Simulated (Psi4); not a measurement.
**B3LYP/def2-TZVPP (density fitting, core potential, sweep point 7) run of InH2S2Br (SMILES [SH][In]([SH])[Br])**

Wanted: the energy of InH2S2Br. 

The calculation is run with Psi4 1.11.

## 1. The molecule

InH2S2Br has 6 atoms, charge 0, and is taken as a singlet. As SMILES, `[SH][In]([SH])[Br]`. Geometry: relaxed at PBE0-D4/def2-TZVP. This is one conformer, not always the lowest.

Bond lengths: S1–In2 2.364 Å, In2–S3 2.368 Å, In2–Br4 2.459 Å, S1–H5 1.345 Å, S3–H6 1.344 Å. Angles: S1–In2–S3 124.3°, S1–In2–Br4 117.5°, S3–In2–Br4 118.2°, In2–S1–H5 93.0°, In2–S3–H6 92.4°.

## 2. A single-point energy at B3LYP/def2-TZVPP (density fitting, core potential, sweep point 7)

Input file calc.dat:

```
memory 1600 mb

molecule m {
  S     -1.376100     1.750100    -0.952100
  In    -0.233100    -0.197200    -0.250500
  S      1.510300    -0.216500     1.352100
  Br    -0.907500    -2.336700    -1.257700
  H     -0.656100     2.548700    -0.144600
  H      1.662500    -1.548400     1.252800
  symmetry c1
}

set basis def2-TZVPP
set scf_type df
set damping_percentage 30

energy_value, wavefunction = energy("b3lyp", return_wfn=True)
print_variables()
```

Launch:

```sh
$ psi4 calc.dat calc.out -n 1
```

What values should one expect? Wanted: total energy; dipole moment; HOMO energy; LUMO energy; HOMO–LUMO gap.

Answer, from the run:

At B3LYP/def2-TZVPP (density fitting, core potential, sweep point 7):

| quantity | value |
| --- | --- |
| total energy | -3562.16473 Eh |
| dipole moment | 1.44 D |
| HOMO energy | -7.57 eV |
| LUMO energy | -2.41 eV |
| HOMO–LUMO gap | 5.16 eV |
